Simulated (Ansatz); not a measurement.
# CH5F2GeN: how energies converge with the basis set

The task here is to estimate one member of a computed series from the others.

Program: Ansatz 0.2.0, Gaussian basis. Level of theory: one geometry, several basis sets. These are calculated values, not measurements.

The runs, in order: PBE0-D4/def2-SVP; ωB97M-V/def2-SVP; PBE0-D4/def2-QZVPP; ωB97M-V/def2-QZVPP; the functionals' def2-TZVPP values are taken from earlier runs.

## Structure used throughout

All runs share one geometry, relaxed beforehand with PBE0-D4 in a triple-zeta def2 set.

SMILES `[CH3][Ge]([NH2])([F])[F]`, 10 atoms, charge 0, spin multiplicity 1.

Atoms are counted from 1 here; the program's logs count them from 0.

Bond lengths: C1–Ge2 1.918 Å, C1–H6 1.090 Å, C1–H7 1.090 Å, C1–H8 1.090 Å, Ge2–N3 1.805 Å, Ge2–F4 1.727 Å, Ge2–F5 1.738 Å, N3–H9 1.010 Å, N3–H10 1.010 Å. Angles: Ge2–C1–H6 110.0°, Ge2–C1–H7 109.7°, Ge2–C1–H8 109.2°, H6–C1–H7 109.3°, H6–C1–H8 109.0°, H7–C1–H8 109.7°, C1–Ge2–N3 116.3°, C1–Ge2–F4 111.4°, C1–Ge2–F5 108.3°, N3–Ge2–F4 104.8°, N3–Ge2–F5 112.3°, F4–Ge2–F5 102.8°, Ge2–N3–H9 114.5°, Ge2–N3–H10 115.9°, H9–N3–H10 109.6°.

Set-up of the first run:

Input file in.yaml:

```yaml
crystal:
  periodic: [false, false, false]
  atoms:
    - {symbol: C, position_ang: [-1.500875, -0.210303, 0.038923]}
    - {symbol: Ge, position_ang: [0.309231, 0.220411, -0.428361]}
    - {symbol: N, position_ang: [1.588742, -0.379278, 0.694451]}
    - {symbol: F, position_ang: [0.734917, -0.429639, -1.970747]}
    - {symbol: F, position_ang: [0.413500, 1.935144, -0.689717]}
    - {symbol: H, position_ang: [-1.748983, 0.222297, 1.008579]}
    - {symbol: H, position_ang: [-1.620080, -1.292314, 0.085632]}
    - {symbol: H, position_ang: [-2.171976, 0.200071, -0.714982]}
    - {symbol: H, position_ang: [2.531126, -0.293244, 0.340132]}
    - {symbol: H, position_ang: [1.547597, -0.024345, 1.638991]}
basis:
  gaussian: {orbitals: def2-SVP}
hamiltonian: {xc: pbe0, dispersion: d4}
output: {orbitals: {seedname: orbitals}}
```

Run with:

```sh
$ ansatz run in.yaml --threads 4 --pin off --events-out ev --progress --plain --max-ram 10444MiB
```

Steps of the session up to this table: PBE0-D4 in def2-SVP; ωB97M-V in def2-SVP; PBE0-D4 in def2-QZVPP; ωB97M-V in def2-QZVPP.

One table of the session follows, with a row left open; its other results are not shown here.

It belongs to the step «Functionals by basis». 

```
functional       basis  HOMO (eV)  LUMO (eV)
   PBE0-D4    def2-SVP      -8.02       0.70
   PBE0-D4  def2-TZVPP      -8.25       0.24
   PBE0-D4  def2-QZVPP      -8.31      -0.11
   ωB97M-V    def2-SVP     -10.44       2.43
   ωB97M-V  def2-TZVPP     -10.69       1.77
   ωB97M-V  def2-QZVPP          ?          ?
```

**Question.** Estimate the row for ωB97M-V, def2-QZVPP.

**Answer.** HOMO (eV): -10.75; LUMO (eV): 1.18. In the column «HOMO (eV)» it is the lowest.
